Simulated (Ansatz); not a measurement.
# Cd2Fe: the cost of one run

Method: DFT PBE, scalar-relativistic, plane waves, PAW, in Ansatz 0.2.0.

**1. The structure to begin with**

The structure is cubic, space group Fm-3m (No. 225). The conventional cell has a = 5.921 Å, b = 5.921 Å, c = 5.921 Å, α = 90.00°, β = 90.00°, γ = 90.00°. Cd (site symmetry -43m) has 4 Fe at 2.56 Å in its first shell of neighbours. Around Fe (site symmetry m-3m) lie 8 Cd at 2.56 Å.

As a file:

```
CELL_PARAMETERS angstrom
0.00000 2.96051 2.96051
2.96051 0.00000 2.96051
2.96051 2.96051 0.00000
ATOMIC_POSITIONS crystal
Cd 0.25000 0.25000 0.25000
Cd 0.75000 0.75000 0.75000
Fe 0.00000 0.00000 0.00000
```

The cell is invented: species swapped into a database cell of PIr2 (Fm-3m, No. 225), with Fe on the P sites and Cd on the Ir sites. The dimensions are guesses.

**2. The guess as it stands, on a coarse mesh**

Contents of input.yaml:

```yaml
crystal:
  lattice:
    - [0.0, 2.96050549, 2.96050549]
    - [2.96050549, 0.0, 2.96050549]
    - [2.96050549, 2.96050549, 0.0]
  atoms:
    - { symbol: Cd, position: [0.25, 0.25, 0.25] }
    - { symbol: Cd, position: [0.75, 0.75, 0.75] }
    - { symbol: Fe, position: [0.0, 0.0, 0.0], spin: 4.0 }
basis:
  ecutwfc: 420
kpoints:
  mp_grid: { grid: [6, 6, 6] }
hamiltonian:
  xc: pbe
scf:
  occupations: { method: gaussian, width: 0.1 }
  lower_state_search: "off"
output:
  forces: true
  stress: true
  eigenvalues: true
  populations: true
magnetization:
  spin_polarized: true
```

Started as:

```console
> ansatz run input.yaml --threads 1 --pin off --max-ram 2560MiB --backend cpu --events-out ev --progress --plain --runs-dir out
```

Q: Estimate wall time and peak memory on 1 thread of Intel Xeon 6975P-C (Granite Rapids), shared host.

About 3 s, with a peak of 0.39 GiB.
